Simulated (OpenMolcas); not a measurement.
# W⁴⁺ among point charges: CASSCF and CASPT2 levels and susceptibility

How does a field of 6 point charges split the states of W⁴⁺, and what χT follows?

The numbers are computed with OpenMolcas 26.06 (state-averaged CASSCF and CASPT2, spin-orbit coupling by RASSI with atomic mean-field integrals), except any that are marked as measured or tabulated.

## 1. The atom as given

* Species: W⁴⁺ (tungsten, Z = 74, 70 electrons)
* Basis: ANO-RCC-VDZP [7s6p4d2f1g], 68 functions
* Scalar Hamiltonian: DKH2, point nucleus
* Inactive shells: 1s 2s 2p 3s 3p 3d 4s 4p 4d 4f 5s 5p
* Active space: 2 electrons in 5 orbitals (5d)
* Some configurations of this space: 5d²
* Orbitals: optimised for each spin and parity, averaged over all roots

The outer shells:

5d2
```
5d [↑ ][↑ ][  ][  ][  ]
```

The ion sits among 6 point charges of -1.7 e arranged as an octahedron (Oh), 1.82 Å from the ion.

Each step is its own input file, run in one work folder so that later steps find the files of earlier ones. Labels, J, g values, rates, χT and fits are worked out afterwards by a script from the matrices that RASSI stores. The input lists half of the charges; inversion (Group=XYZ) makes the rest.

## 2. One- and two-electron integrals

a.inp

```
&GATEWAY
Coord
1

W 0.0 0.0 0.0
Basis=ANO-RCC-VDZP
Group=XYZ
NoMove
AngMom=0.0 0.0 0.0
AMFI
XField
3 Angstrom 0
1.820000 0.000000 0.000000 -1.700000
0.000000 1.820000 0.000000 -1.700000
0.000000 0.000000 1.820000 -1.700000
&SEWARD
```

What it wrote:

```text
Basis set label: W.ANO-RCC...7S6P4D2F1G.

      Electronic valence basis set:
      ------------------
      Associated Effective Charge  74.000000 au
      Associated Actual Charge     74.000000 au
      Nuclear Model: Point charge

      Shell  nPrim  nBasis  Cartesian Spherical Contaminant
         s      24       7        X
         p      21       6        X
         d      15       4                 X
         f      11       2                 X
         g       4       1                 X
                  Relativistic Douglas-Kroll-Hess integrals:
                    - DKH order of Hamiltonian: 2
                    - DKH order of Properties : 0
                  Atomic mean-field integrals
```

## 3. Reference wave functions, triplets of even parity, 10 roots

a.inp

```
&RASSCF
FileOrb=start.orb
Symmetry=1
Spin=3
nActEl=2 0 0
Inactive=15 19
Ras2=5 0
CIRoot=10 10 1
SDav=10
CIMx=300
Iter=120 100
PrWF=0.3
OrbListing=Nothing
MaxOrb=0
>>> COPY $Project.JobIph JOB001
```

start.orb holds the contracted functions of the basis, ordered by shell, or the orbitals of the step before.

What it wrote, shortened:

```text
[...]
      Number of active orbitals                  5
[...]
      Spin quantum number                      1.0
[...]
      Active orbitals                            5   0
[...]
      Number of CSFs                            10
      Number of root(s) required                10
[...]
      Convergence after 11 iterations
[...]
      Natural orbitals and occupation numbers for root  1
      sym 1:   0.979204   0.020796   0.020796   0.979204   0.000000
      Natural orbitals and occupation numbers for root  2
      sym 1:   0.983210   0.983210   0.016790   0.016790  -0.000000
      Natural orbitals and occupation numbers for root  3
      sym 1:   0.018379   0.981621  -0.000000   0.981621   0.018379
::    RASSCF root number  1 Total energy: -16136.26234123
::    RASSCF root number  2 Total energy: -16136.26234123
::    RASSCF root number  3 Total energy: -16136.26234123
[...]
::    RASSCF root number  7 Total energy: -16136.12700459
::    RASSCF root number  8 Total energy: -16136.12700459
::    RASSCF root number  9 Total energy: -16136.12700459
::    RASSCF root number 10 Total energy: -16136.07077588
```

## 4. CASSCF: singlets of even parity, 15 roots

a.inp

```
&RASSCF
FileOrb=start.orb
Symmetry=1
Spin=1
nActEl=2 0 0
Inactive=15 19
Ras2=5 0
CIRoot=15 15 1
SDav=15
CIMx=300
Iter=120 100
PrWF=0.3
OrbListing=Nothing
MaxOrb=0
>>> COPY $Project.JobIph JOB002
```

What it wrote, shortened:

```text
[...]
      Number of active orbitals                  5
[...]
      Spin quantum number                      0.0
[...]
      Active orbitals                            5   0
[...]
      Number of CSFs                            15
      Number of root(s) required                15
[...]
      Convergence after  8 iterations
[...]
      Natural orbitals and occupation numbers for root  1
      sym 1:   0.013591   0.013244   0.985110   0.988055   0.000000
      Natural orbitals and occupation numbers for root  2
      sym 1:   0.013517   0.988240   0.985095   0.013148   0.000000
      Natural orbitals and occupation numbers for root  3
      sym 1:   0.012105   0.976043   0.000000   0.997257   0.014596
::    RASSCF root number  1 Total energy: -16136.21464755
::    RASSCF root number  2 Total energy: -16136.21464755
::    RASSCF root number  3 Total energy: -16136.21464755
[...]
::    RASSCF root number 12 Total energy: -16136.10271835
::    RASSCF root number 13 Total energy: -16136.01063198
::    RASSCF root number 14 Total energy: -16136.01063198
::    RASSCF root number 15 Total energy: -16135.93979392
```

## 5. State interaction with spin-orbit coupling

a.inp

```
&RASSI
NrOfJobIphs=2 10 15
1 2 3 4 5 6 7 8 9 10
1 2 3 4 5 6 7 8 9 10 11 12 13 14 15
IphNames
JOB001
JOB002
EJob
SpinOrbit
DIPRint=1.0
SOCoupling=1000.0
Subsets=2
Property=9
'ANGMOM' 1 'ANGMOM' 2 'ANGMOM' 3 'MLTPL  1' 1 'MLTPL  1' 2 'MLTPL  1' 3
'AMFI' 1 'AMFI' 2 'AMFI' 3
SOProperty=3
'ANGMOM' 1 'ANGMOM' 2 'ANGMOM' 3
```

What it wrote, shortened:

```text
SPIN-FREE ENERGIES:
  (Shifted by EMIN (a.u.) =     -16136.2623412315)
 SF State       Relative EMIN(au)   Rel lowest level(eV)    D:o, cm**(-1)      L_eff
     1             0.0000000000        0.0000000000              0.0000         2.8
     2             0.0000000000        0.0000000000              0.0000         2.8
     3             0.0000000000        0.0000000000              0.0000         2.8
    11             0.0476936828        1.2978112242          10467.5535         3.0
    12             0.0476936828        1.2978112242          10467.5535         3.0
    13             0.0476936828        1.2978112242          10467.5535         3.0
    14             0.0482299388        1.3124034942          10585.2480         3.1
    15             0.0482299388        1.3124034942          10585.2480         3.1
     4             0.0908053945        2.4709406623          19929.4805         3.0
     5             0.0908053945        2.4709406623          19929.4805         3.0
[...]
Eigenvalues of complex Hamiltonian:
   -----------------------------------
  (Shifted by EMIN (a.u.) =     -16136.2623412315)
 SO State       Relative EMIN(au)   Rel lowest level(eV)    D:o, cm**(-1)     J-value
     1            -0.0175413527        0.0000000000              0.0000         1.9
     2            -0.0175413527        0.0000000002              0.0000         1.9
     3            -0.0150337748        0.0682346708            550.3497         2.1
     4            -0.0150337749        0.0682346700            550.3497         2.1
     5            -0.0150337749        0.0682346706            550.3497         1.8
     6             0.0056415940        0.6308401192           5088.0687         2.7
     7             0.0056415940        0.6308401192           5088.0687         2.7
     8             0.0056415940        0.6308401192           5088.0687         2.4
     9             0.0127804050        0.8250970621           6654.8566         2.8
    10             0.0417428410        1.6132050933          13011.3766         2.5
    11             0.0417428410        1.6132050934          13011.3766         2.5
[...]
```

These steps took 5.8 s in all on 1 thread, shared host.

Spin-free states, with their symmetry labels:

| state | degeneracy | E (cm-1) | free-ion L (%) |
| --- | --- | --- | --- |
| 3T1 | 3 | 0 | F (90) |
| 1T2 | 3 | 10468 | D (54) |
| 1E | 2 | 10585 | G (52) |
| 3T2 | 3 | 19929 | F (100) |
| 1A1 | 1 | 22940 | G (64) |
| 3T1 | 3 | 29703 | P (90) |
| 1T2 | 3 | 32337 | G (54) |
| 1T1 | 3 | 35033 | G (100) |
| 3A2 | 1 | 42044 | F (100) |
| 1E | 2 | 55244 | D (52) |
| 1A1 | 1 | 70791 | S (64) |

With spin-orbit coupling:

| E (cm-1) | Degeneracy | Label | 2S+1 |
| --- | --- | --- | --- |
| 0.0 | 2 | E | 3 |
| 550.3 | 3 | T2 | 3 |
| 5088 | 3 | T1 | 3 |
| 6655 | 1 | A1 | 3 |
| 13011 | 3 | T2 | 1 |
| 14125 | 2 | E | 1 |
| 22316 | 1 | A2 | 3 |
| 23800 | 3 | T2 | 3 |
| 24588 | 3 | T1 | 3 |
| 25029 | 2 | E | 3 |
| 25423 | 1 | A1 | 1 |
| 32407 | 3 | T1 | 3 |
| 32533 | 1 | A1 | 3 |
| 33276 | 3 | T2 | 3 |
| 35467 | 2 | E | 3 |
| 37713 | 3 | T2 | 3 |
| 39446 | 3 | T1 | 1 |
| 47766 | 3 | T2 | 3 |
| 60089 | 2 | E | 1 |
| 75687 | 1 | A1 | 1 |

Powder χT (cm³ K/mol): 0.00 at 2 K, 0.00 at 5 K, 0.00 at 10 K, 0.00 at 20 K, 0.01 at 50 K, 0.01 at 100 K, 0.02 at 150 K, 0.03 at 200 K, 0.04 at 250 K, 0.06 at 300 K.

A ligand-field fit to the states below 45000 cm-1 gives 10Dq = 21866 cm-1, B = 744 cm-1 and C = 2889 cm-1 (C/B = 3.88), with a deviation of 165 cm-1.

Orbitals of the lowest block (energies include the constant potential of the surroundings):

| shell | space | energy (hartree) | mean occupation | ⟨r²⟩ (bohr²) |
| --- | --- | --- | --- | --- |
| 1s | inactive | -2562.2665 | 2.000 | 0.000431 |
| 2s | inactive | -446.6154 | 2.000 | 0.00704 |
| 2p | inactive | -391.9547 | 6.000 | 0.00582 |
| 3s | inactive | -104.1200 | 2.000 | 0.0460 |
| 3p | inactive | -87.5314 | 6.000 | 0.0466 |
| 3d | inactive | -67.6568 | 10.000 | 0.0390 |
| 4s | inactive | -21.6148 | 2.000 | 0.229 |
| 4p | inactive | -16.0451 | 6.000 | 0.259 |
| 4d | inactive | -8.6941 | 10.000 | 0.304 |
| 4f | inactive | -0.5128 | 14.000 | 0.444 |
| 5s | inactive | -2.0877 | 2.000 | 1.30 |
| 5p | inactive | -0.5571 | 6.000 | 1.70 |
| 5d | RAS2 |  | 2.000 | 3.65 |

## 6. CASPT2: IPEA 0.25, imaginary shift 0.1 (closed shells correlated: 4f 5s 5p)

a.inp

```
>>> COPY JOB001 $Project.JobIph
&CASPT2
Multistate=10 1 2 3 4 5 6 7 8 9 10
NoMult
Frozen=14 9
IPEA=0.25
Imaginary=0.1
MaxIter=60
WThr=0.0 0.3 0.05
PrWF=0.5
NoMix
>>> COPY JOB002 $Project.JobIph
&CASPT2
Multistate=15 1 2 3 4 5 6 7 8 9 10 11 12 13 14 15
NoMult
Frozen=14 9
IPEA=0.25
Imaginary=0.1
MaxIter=60
WThr=0.0 0.3 0.05
PrWF=0.5
NoMix
```

What it wrote:

```text
Orbital specifications:
      -----------------------

      Symmetry species                           1   2
                                                ag  au
      Frozen orbitals                           14   9
      Inactive orbitals                          1  10
      Active orbitals                            5   0
      Secondary orbitals                        16  13
      Deleted orbitals                           0   0
      Number of basis functions                 36  32
Type of calculation                        SS-CASPT2
      Fock operator                              state-specific
      IPEA shift                                 0.25
      Real shift                                 0.00
      Imaginary shift                            0.10
      The input orbitals will be transformed to quasi-canonical
Reference energy:      -16136.2623412315
      E2 (Non-variational):      -0.7522873277
      Shift correction:          -0.0001133543
      E2 (Variational):          -0.7524006820
      Total energy:          -16137.0147419135
      Residual norm:              0.0000004810
      Reference weight:           0.92672
      Contributions to the CASPT2 correlation energy
      Active & Virtual Only:         -0.0030714941
      One Inactive Excited:          -0.0778054593
      Two Inactive Excited:          -0.6714103742
Reference energy:      -16136.2623412314
      E2 (Non-variational):      -0.7522585492
      Shift correction:          -0.0001132476
      E2 (Variational):          -0.7523717968
      Total energy:          -16137.0147130283
      Residual norm:              0.0000005108
      Reference weight:           0.92673
      Contributions to the CASPT2 correlation energy
      Active & Virtual Only:         -0.0030655563
      One Inactive Excited:          -0.0777990352
      Two Inactive Excited:          -0.6713939578
::    CASPT2 Root  1     Total energy: -16137.01474191
::    CASPT2 Root  2     Total energy: -16137.01471303
::    CASPT2 Root  3     Total energy: -16137.01468972
::    CASPT2 Root  4     Total energy: -16136.92463506
::    CASPT2 Root  5     Total energy: -16136.92474521
::    CASPT2 Root  6     Total energy: -16136.92426779
::    CASPT2 Root  7     Total energy: -16136.88583691
::    CASPT2 Root  8     Total energy: -16136.88578532
::    CASPT2 Root  9     Total energy: -16136.88451766
::    CASPT2 Root 10     Total energy: -16136.82299037
Orbital specifications:
      -----------------------

      Symmetry species                           1   2
                                                ag  au
      Frozen orbitals                           14   9
      Inactive orbitals                          1  10
      Active orbitals                            5   0
      Secondary orbitals                        16  13
      Deleted orbitals                           0   0
      Number of basis functions                 36  32
Type of calculation                        SS-CASPT2
      Fock operator                              state-specific
      IPEA shift                                 0.25
      Real shift                                 0.00
      Imaginary shift                            0.10
      The input orbitals will be transformed to quasi-canonical
Reference energy:      -16136.2146475487
      E2 (Non-variational):      -0.7577102835
      Shift correction:          -0.0002413717
      E2 (Variational):          -0.7579516552
      Total energy:          -16136.9725992039
      Residual norm:              0.0000001305
      Reference weight:           0.92264
      Contributions to the CASPT2 correlation energy
      Active & Virtual Only:         -0.0073942382
      One Inactive Excited:          -0.0767494468
      Two Inactive Excited:          -0.6735665986
Reference energy:      -16136.2146475485
      E2 (Non-variational):      -0.7577186658
      Shift correction:          -0.0002415431
      E2 (Variational):          -0.7579602089
      Total energy:          -16136.9726077574
      Residual norm:              0.0000001395
      Reference weight:           0.92257
      Contributions to the CASPT2 correlation energy
      Active & Virtual Only:         -0.0074069346
      One Inactive Excited:          -0.0767447721
      Two Inactive Excited:          -0.6735669591
::    CASPT2 Root  1     Total energy: -16136.97259920
::    CASPT2 Root  2     Total energy: -16136.97260776
::    CASPT2 Root  3     Total energy: -16136.97260526
::    CASPT2 Root  4     Total energy: -16136.97097808
::    CASPT2 Root  5     Total energy: -16136.97092014
::    CASPT2 Root  6     Total energy: -16136.92107970
::    CASPT2 Root  7     Total energy: -16136.87329813
::    CASPT2 Root  8     Total energy: -16136.87340658
::    CASPT2 Root  9     Total energy: -16136.87335119
::    CASPT2 Root 10     Total energy: -16136.86043198
::    CASPT2 Root 11     Total energy: -16136.86043505
::    CASPT2 Root 12     Total energy: -16136.85915405
::    CASPT2 Root 13     Total energy: -16136.76979040
::    CASPT2 Root 14     Total energy: -16136.76979725
::    CASPT2 Root 15     Total energy: -16136.70723560
```

This run: 4.1 s of run time, 1 thread, shared host.

SS-CASPT2: lowest energy less the reference's lowest, -0.7524 hartree; reference weights 0.919 to 0.927.

States without spin-orbit coupling:

| state | degeneracy | E (cm-1) | free-ion L (%) |
| --- | --- | --- | --- |
| 3T1 | 3 | 0 | F (90) |
| 1T2 | 3 | 9242 | D (54) |
| 1E | 2 | 9605 | G (52) |
| 3T2 | 3 | 19789 | F (100) |
| 1A1 | 1 | 20551 | G (64) |
| 3T1 | 3 | 28386 | P (90) |
| 1T2 | 3 | 31026 | G (54) |
| 1T1 | 3 | 33954 | G (100) |
| 3A2 | 1 | 42079 | F (100) |
| 1E | 2 | 53754 | D (52) |
| 1A1 | 1 | 67484 | S (64) |

With spin-orbit coupling:

| E (cm-1) | Degeneracy | Label | 2S+1 |
| --- | --- | --- | --- |
| 0 | 2 | E | 3 |
| 540 | 3 | T2 | 3 |
| 5140 | 3 | T1 | 3 |
| 6590 | 1 | A1 | 3 |
| 12020 | 3 | T2 | 1 |
| 13240 | 2 | E | 1 |
| 22240 | 1 | A2 | 3 |
| 23490 | 1 | A1 | 1 |
| 23590 | 3 | T2 | 3 |
| 24480 | 3 | T1 | 3 |
| 24910 | 2 | E | 3 |
| 30960 | 1 | A1 | 3 |
| 31170 | 3 | T1 | 3 |
| 32060 | 3 | T2 | 3 |
| 34260 | 2 | E | 3 |
| 36540 | 3 | T2 | 1 |
| 38450 | 3 | T1 | 1 |
| 47760 | 3 | T2 | 3 |
| 58680 | 2 | E | 1 |
| 72490 | 1 | A1 | 1 |

Powder χT (cm³ K/mol): 0.00 at 2 K, 0.00 at 5 K, 0.00 at 10 K, 0.00 at 20 K, 0.01 at 50 K, 0.01 at 100 K, 0.02 at 150 K, 0.03 at 200 K, 0.04 at 250 K, 0.06 at 300 K.

A ligand-field fit to the states below 45000 cm-1 gives 10Dq = 21858 cm-1, B = 656 cm-1 and C = 2700 cm-1 (C/B = 4.11), with a deviation of 318 cm-1.

## 7. The methods side by side

A. CASSCF
B. SS-CASPT2, IPEA 0.25, imaginary shift 0.1 (closed shells correlated: 4f 5s 5p)

| method | ground state | first state of that spin (cm-1) | first gap with spin-orbit (cm-1) | χT at 300 K |
| --- | --- | --- | --- | --- |
| A | 3T1 | 3T2 19930 | 550.3 | 0.06 |
| B | 3T1 | 3T2 19790 | 541.7 | 0.06 |

## 8. Results

| quantity | value |
| --- | --- |
| method | SS-CASPT2, IPEA 0.25, imaginary shift 0.1 (closed shells correlated: 4f 5s 5p) |
| spin-free ground state | 3T1, 3-fold in its orbital part |
| first state of the same spin within the active space | 3T2 at 19800 cm⁻¹ |
| lowest level | 2-fold E, g = 0.00, 0.00, 0.00 |
| next level | 541.7 cm⁻¹ |
| χT at 300 K | 0.06 cm³ K/mol |
| effective moment at 300 K | 0.67 μB |

Cost by method:

| method | time of its own steps | time with the reference |
| --- | --- | --- |
| A. CASSCF | 5.8 s | 5.8 s |
| B. SS-CASPT2, IPEA 0.25, imaginary shift 0.1, +4f 5s 5p | 4.1 s | 9.9 s |

Times are of one thread on a shared host.

In words: The spin-free ground state (3T1) comes to 90 % from free-ion F terms and keeps the highest spin of the shell. χT at 300 K is 0.06, against 1.00 cm³ K/mol for the spin alone, so spin-orbit coupling lowers it. A ligand-field fit to the states below 45000 cm-1 gives 10Dq = 21858 cm-1, B = 656 cm-1 and C = 2700 cm-1 (C/B = 4.11), with a deviation of 318 cm-1. CASPT2 does not keep the components of a term degenerate, and the means are used. The field of point charges can differ much from that of real complexes. This is an electrostatic model: the charges have no orbitals.
